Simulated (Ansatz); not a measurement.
# Li: the cost of one run

Program: Ansatz 0.2.0. Level of theory: DFT PBE+D3(BJ), plane waves, PAW, scalar-relativistic, no spin polarisation. These are calculated values, not measurements.

**1. The system as given**

The cell holds 17 atoms (Li17): a = 6.980 Å, b = 6.980 Å, c = 6.980 Å, α = 90.00°, β = 90.00°, γ = 90.00°.

The coordinates stand in the first input below.

**2. Relaxing the start**

input.yaml reads:

```yaml
accuracy: low
crystal:
  lattice:
    - [6.98, 0.0, 0.0]
    - [0.0, 6.98, 0.0]
    - [0.0, 0.0, 6.98]
  atoms:
    - { symbol: Li, position: [0.0, 0.0, 0.0] }
    - { symbol: Li, position: [0.5, 0.0, 0.0] }
    - { symbol: Li, position: [0.0, 0.5, 0.0] }
    - { symbol: Li, position: [0.0, 0.0, 0.5] }
    - { symbol: Li, position: [0.25, 0.25, 0.25] }
    - { symbol: Li, position: [0.5, 0.5, 0.0] }
    - { symbol: Li, position: [0.5, 0.0, 0.5] }
    - { symbol: Li, position: [0.75, 0.25, 0.25] }
    - { symbol: Li, position: [0.0, 0.5, 0.5] }
    - { symbol: Li, position: [0.25, 0.75, 0.25] }
    - { symbol: Li, position: [0.25, 0.25, 0.75] }
    - { symbol: Li, position: [0.5, 0.5, 0.5] }
    - { symbol: Li, position: [0.75, 0.75, 0.25] }
    - { symbol: Li, position: [0.75, 0.25, 0.75] }
    - { symbol: Li, position: [0.25, 0.75, 0.75] }
    - { symbol: Li, position: [0.75, 0.75, 0.75] }
    - { symbol: Li, position: [0.6218933, -0.0045152, 0.7471981] }
basis:
  ecutwfc: 420.0
kpoints:
  mp_grid: { grid: [2, 2, 2] }
hamiltonian:
  xc: pbe
  dispersion: d3bj
scf:
  occupations: { method: fermi_dirac, width: 0.1 }
  lower_state_search: "off"
relax:
  f_tol: 0.08
  max_steps: 25
  adjacent_minimum: "off"
```

On the command line:

```sh
$ ansatz run input.yaml --threads 1 --pin off --max-ram 3072MiB --backend cpu --events-out ev --progress --plain --runs-dir out
```

What time and memory should one allow on 1 thread of Arm Neoverse V2, shared host?

About 25 s, with a peak of 0.46 GiB.
